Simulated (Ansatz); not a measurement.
# MgZrF6: the cost of one run

Program: Ansatz 0.2.0. Level of theory: DFT PBEsol, scalar-relativistic, plane waves, PAW. These are calculated values, not measurements.

**1. The structure to begin with**

Symmetry: Fm-3m, No. 225, cubic system. The conventional cell has a = 7.976 Å, b = 7.976 Å, c = 7.976 Å, α = 90.00°, β = 90.00°, γ = 90.00°. Around Mg (site symmetry m-3m) lie 6 F at 1.98 Å. Zr (site symmetry m-3m) is surrounded by 6 F at 2.01 Å. F (site symmetry 4mm) has 1 Mg at 1.98 Å and 1 Zr at 2.01 Å as nearest neighbours.

As a file:

```cif
data_structure
_symmetry_space_group_name_H-M 'Fm-3m'
_symmetry_Int_Tables_number 225
_cell_length_a 7.9760
_cell_length_b 7.9760
_cell_length_c 7.9760
_cell_angle_alpha 90.000
_cell_angle_beta 90.000
_cell_angle_gamma 90.000
_cell_volume 507.41
loop_
_atom_site_label
_atom_site_type_symbol
_atom_site_symmetry_multiplicity
_atom_site_Wyckoff_symbol
_atom_site_fract_x
_atom_site_fract_y
_atom_site_fract_z
_atom_site_occupancy
Mg1 Mg 4 b 0.50000 0.00000 0.00000 1
Zr1 Zr 4 a 0.00000 0.00000 0.00000 1
F1 F 24 e 0.25238 0.00000 0.00000 1
```

The structure comes from the Materials Project (structure only).

**2. Quick check of gap, pressure and forces**

The input, input.yaml:

```yaml
crystal:
  lattice:
    - [0.0, 3.98801655, 3.98801655]
    - [3.98801655, 0.0, 3.98801655]
    - [3.98801655, 3.98801655, 0.0]
  atoms:
    - { symbol: Mg, position: [0.5, 0.5, 0.5] }
    - { symbol: Zr, position: [0.0, 0.0, 0.0] }
    - { symbol: F, position: [0.74762308, 0.25237692, 0.25237692] }
    - { symbol: F, position: [0.25237692, 0.74762308, 0.74762308] }
    - { symbol: F, position: [0.25237692, 0.74762308, 0.25237692] }
    - { symbol: F, position: [0.74762308, 0.25237692, 0.74762308] }
    - { symbol: F, position: [0.25237692, 0.25237692, 0.74762308] }
    - { symbol: F, position: [0.74762308, 0.74762308, 0.25237692] }
basis:
  ecutwfc: 420
kpoints:
  mp_grid: { grid: [4, 4, 4] }
hamiltonian:
  xc: pbesol
scf:
  occupations: { method: gaussian, width: 0.1 }
output:
  forces: true
  stress: true
  eigenvalues: true
```

On the command line:

```
ansatz run input.yaml --threads 4 --pin off --max-ram 5120MiB --backend cpu --events-out ev --progress --plain --runs-dir out
```

What time and memory should one allow on 4 threads of an Arm CPU, shared host?

About 1.4 s, with a peak of 0.43 GiB.
